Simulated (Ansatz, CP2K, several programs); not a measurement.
Energy against volume for a 10-atom cell of Cs2HgSe2 from a published structure, at fixed shape and fractional coordinates, computed by several methods (PBE and r2SCAN, where shown, with plane waves in Ansatz); the cell shown is that of r2SCAN. With free coordinates or axes held, a curve is too stiff, and on another method's shape its minimum isn't the method's own volume. The symmetry is Pbam (No. 55, orthorhombic); a = 8.321 Å, b = 10.470 Å, c = 4.800 Å in the conventional setting, 41.82 Å³ an atom. Cs has 6 Se at 3.72–3.78 Å and 1 Cs at 3.93 Å; Hg has 2 Se at 2.44 Å; Se has 1 Hg at 2.44 Å and 6 Cs at 3.72–3.78 Å. Computed at 0 K without zero-point motion; spin polarisation is off. Energies count from each curve's lowest point; fits are third-order Birch-Murnaghan.

```yaml
crystal:
  lattice:
    - [8.32051, 0.00000, 0.00000]
    - [0.00000, 10.46952, 0.00000]
    - [0.00000, 0.00000, 4.80043]
  atoms:
    - { symbol: Cs, position: [0.39293, 0.83288, 0.50000] }
    - { symbol: Cs, position: [0.60707, 0.16712, 0.50000] }
    - { symbol: Cs, position: [0.89293, 0.66712, 0.50000] }
    - { symbol: Cs, position: [0.10707, 0.33288, 0.50000] }
    - { symbol: Hg, position: [0.50000, 0.50000, 0.00000] }
    - { symbol: Hg, position: [0.00000, 0.00000, 0.00000] }
    - { symbol: Se, position: [0.23200, 0.59348, 0.00000] }
    - { symbol: Se, position: [0.76800, 0.40652, 0.00000] }
    - { symbol: Se, position: [0.73200, 0.90652, 0.00000] }
    - { symbol: Se, position: [0.26800, 0.09348, 0.00000] }
```

Q: PBE, on the shape of its own relaxed cell, gives
```tsv
V (Å³/atom)	E (meV/atom)
41.074	10.53
42.385	2.46
43.696	0.00
45.007	2.23
46.318	8.40
```
What equilibrium volume and bulk modulus follow?

A: V₀ = 43.69 Å³ an atom and B₀ = 19 GPa.

Q: r2SCAN, on the shape of its own relaxed cell, gives
```
V (Å³/atom)  E (meV/atom)
     39.308         11.84
     40.563          2.74
     41.817          0.00
     43.072          2.58
     44.326          9.61
```
What equilibrium volume and bulk modulus follow?

A: V₀ = 41.80 Å³ an atom and B₀ = 23 GPa.

PBE/DZVP (CP2K), on the shape of the cell shown:
```csv
V (Å³/atom),E (meV/atom)
36.799,101.36
39.308,37.65
41.817,7.03
44.326,0.00
46.835,9.84
```
V₀ = 43.98 Å³ an atom and B₀ = 20 GPa.

light PBE (260 eV, its own mesh), on the shape of the cell shown:
```csv
V (Å³/atom),E (meV/atom)
38.472,44.61
40.145,22.69
41.817,4.04
43.490,0.00
45.163,13.41
46.835,17.21
```
The points scatter about a smooth fit, as a low cutoff and a light mesh can make them, so no fit is quoted.

PBE/SZV (CP2K), on the shape of the cell shown:

| V (Å³/atom) | E (meV/atom) |
| --- | --- |
| 36.799 | 221.41 |
| 39.308 | 112.05 |
| 41.817 | 46.13 |
| 44.326 | 11.64 |
| 46.835 | 0.00 |

The lowest point is an end point, so the minimum isn't bracketed.
